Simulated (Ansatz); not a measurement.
**MgS: response to strain**

MgS is deformed so: equal xx and yy strain of -3 %. What stress and forces result, by LAPW, PAW and all-electron datasets made for the crystal?

Method: DFT LDA, scalar-relativistic, in Ansatz 0.2.0.

## Step 1: The structure to begin with

Symmetry: Fm-3m, No. 225, cubic system. Conventional cell: a = 5.203 Å, b = 5.203 Å, c = 5.203 Å, α = 90.00°, β = 90.00°, γ = 90.00°. Mg (site symmetry m-3m) has 6 S at 2.60 Å as nearest neighbours. S (site symmetry m-3m) has 6 Mg at 2.60 Å as nearest neighbours.

As a file:

```xyz
2
Lattice="0.0000 2.6017 2.6016 2.6017 0.0000 2.6016 2.6017 2.6017 0.0000" Properties=species:S:1:pos:R:3 pbc="T T T"
Mg    0.0000    0.0000    0.0000
S     2.6017    2.6017    2.6016
```

Atoms are numbered in the order of the input: Mg1, S2.

## Step 2: The deformed structure

Space group Fm-3m before, I4/mmm after.

## Step 3: All-electron LAPW

Contents of input.yaml:

```yaml
crystal:
  lattice:
    - [0.0, 2.5236005, 2.60165]
    - [2.5236005, 0.0, 2.60165]
    - [2.5236005, 2.5236005, 0.0]
  atoms:
    - { symbol: Mg, position: [0.0, 0.0, 0.0] }
    - { symbol: S, position: [0.5, 0.5, 0.5] }
kpoints:
  mp_grid: { grid: [8, 8, 8] }
  band_path:
    path:
      - [0.0, 0.0, 0.0]
      - [0.0, 0.5, 0.5]
      - [0.25, 0.75, 0.5]
      - [0.0, 0.5, 0.0]
      - [0.0, 0.0, 0.0]
      - [0.5, 0.5, 0.0]
      - [0.3676125, 0.6323875, 0.0]
      - [-0.3676125, 0.3676125, 0.0]
      - [0.0, 0.0, 0.0]
    npoints: 5
scf:
  occupations: { method: fermi_dirac, width: 0.01 }
hamiltonian:
  xc: lda
  pseudopotentials: { kind: all_electron, lapw: { basis_error: 0.00025 } }
output:
  forces: true
  stress: true
  eigenvalues: true
```

Command:

```
> ansatz run input.yaml --threads 1 --pin off --max-ram 3072MiB --backend cpu --events-out ev --progress --plain --runs-dir out
```

## Step 4: Frozen-core PAW

Contents of input.yaml:

```yaml
crystal:
  lattice:
    - [0.0, 2.5236005, 2.60165]
    - [2.5236005, 0.0, 2.60165]
    - [2.5236005, 2.5236005, 0.0]
  atoms:
    - { symbol: Mg, position: [0.0, 0.0, 0.0] }
    - { symbol: S, position: [0.5, 0.5, 0.5] }
kpoints:
  mp_grid: { grid: [8, 8, 8] }
scf:
  occupations: { method: fermi_dirac, width: 0.01 }
hamiltonian:
  xc: lda
  pseudopotentials: { kind: paw }
output:
  forces: true
  stress: true
  eigenvalues: true
  efg: { contact_densities: true }
  write_density: true
  write_potential: true
  elf: true
  volumetric_format: npy
```

## Step 5: All-electron PAW on datasets made for the crystal

input.yaml, as its differences from that of step 4:

```diff
@@ -14,3 +14,3 @@
   xc: lda
-  pseudopotentials: { kind: paw }
+  pseudopotentials: { kind: all_electron, datasets: crystal }
 output:
@@ -20,5 +20 @@
   efg: { contact_densities: true }
-  write_density: true
-  write_potential: true
-  elf: true
-  volumetric_format: npy
```

(Steps that only read results are left out.)

**Question.** What will these runs give? Wanted: pressure; largest shear or deviatoric stress.

**Answer**, as computed:

| quantity | value |
| --- | --- |
| pressure | LAPW 1.74, PAW 1.71, crystal datasets 1.74 GPa |
| largest shear or deviatoric stress (LAPW) | 2.60 GPa |

What this shows: The largest part of the stress beyond the pressure is 2.60 GPa in size, in the zz component; the atoms are carried along and not relaxed. No run of the undeformed cell stands beside it, so the pressure holds what the given cell had before the change. PAW: stress within 0.03 GPa of LAPW. Crystal datasets: stress within 0.01 GPa of LAPW.
